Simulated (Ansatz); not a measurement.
**TiCH2+ (doublet): wave-function methods side by side, def2-TZVPP**

An exercise on one series of results from a longer session: the logs are not shown, and one member is left open.

Program: Ansatz 0.2.0, Gaussian basis. Level of theory: def2-TZVPP, core rule «outside noble gas», up to 10 orbitals frozen. These are calculated values, not measurements.

The runs, in order: UHF; CCSD(T) on ROHF; CCSD(T) on UHF; CCSDT(Q) on ROHF; CCSDT(Q) on UHF.

4 further runs of the same task are left out: 2 for a known fault of the program, 2 set aside as unsound or not needed.

## What is computed

The geometry is a PBE0/def2-TZVP stationary point (not a proven minimum).

4 atoms, charge 1, spin multiplicity 2.

Atoms are counted from 1 here; the program's logs count them from 0.

Bond lengths: Ti1–C2 1.861 Å, C2–H3 1.095 Å, C2–H4 1.095 Å. Angles: Ti1–C2–H3 123.5°, Ti1–C2–H4 123.5°, H3–C2–H4 112.9°.

Set-up of the first run:

The input, in.yaml:

```yaml
crystal:
  periodic: [false, false, false]
  atoms:
    - {symbol: Ti, position_ang: [0.000000, 0.000000, 0.441460]}
    - {symbol: C, position_ang: [0.000000, 0.000000, -1.419602]}
    - {symbol: H, position_ang: [0.000000, -0.912483, -2.024398]}
    - {symbol: H, position_ang: [0.000000, 0.912483, -2.024398]}
basis:
  gaussian: {orbitals: def2-TZVPP}
total_charge: 1
magnetization: {spin_polarized: true, initial_magnetization: 1}
hamiltonian: {xc: hf}
output: {orbitals: {seedname: orbitals}}
```

On the command line:

```console
$ ansatz run in.yaml --threads 1 --pin off --events-out ev --progress --plain --max-ram 4096MiB --backend cpu
```

Steps of the session up to this table: UHF; CCSD(T) on ROHF; CCSD(T) on UHF; CCSDT(Q) on ROHF; CCSDT(Q) on UHF.

One table of the session follows, with a row left open; its other results are not shown here.

| method | from RCCSDT(Q) (kJ/mol) |
| --- | --- |
| ROHF | +802.2 |
| RMP2 | +113.6 |
| UMP2 | +153.6 |
| RCCSD | +60.8 |
| UCCSD | ? |
| RCCSD(T) | +8.6 |
| UCCSD(T) | +9.9 |
| RCCSDT | +4.9 |
| RCCSDT(Q) | 0 |

Estimate the missing values for UCCSD.

**Answer.** from RCCSDT(Q) (kJ/mol): +60.2. In the column «from RCCSDT(Q) (kJ/mol)» it lies between UCCSD(T) (+9.9) and RCCSD (+60.8).

Not comparable, so not listed: CCSDT(Q) on UHF (they don't share determinant, frozen orbitals or solution with the rows shown, or repeat one).

Left out of the table: UHF (another determinant or state than the rows shown).

Limits of these values: The determinant is far from a pure spin state, so its energy mixes those of several spin states (harmless only where they are near-degenerate, as at dissociation). Warnings: spin contamination; coupled cluster took another determinant than the lowest; large T1 diagnostic. Restricted and unrestricted rows rest on different reference determinants; where their highest levels disagree by more than a few hundredths of an eV, they describe different states and don't form one ladder.
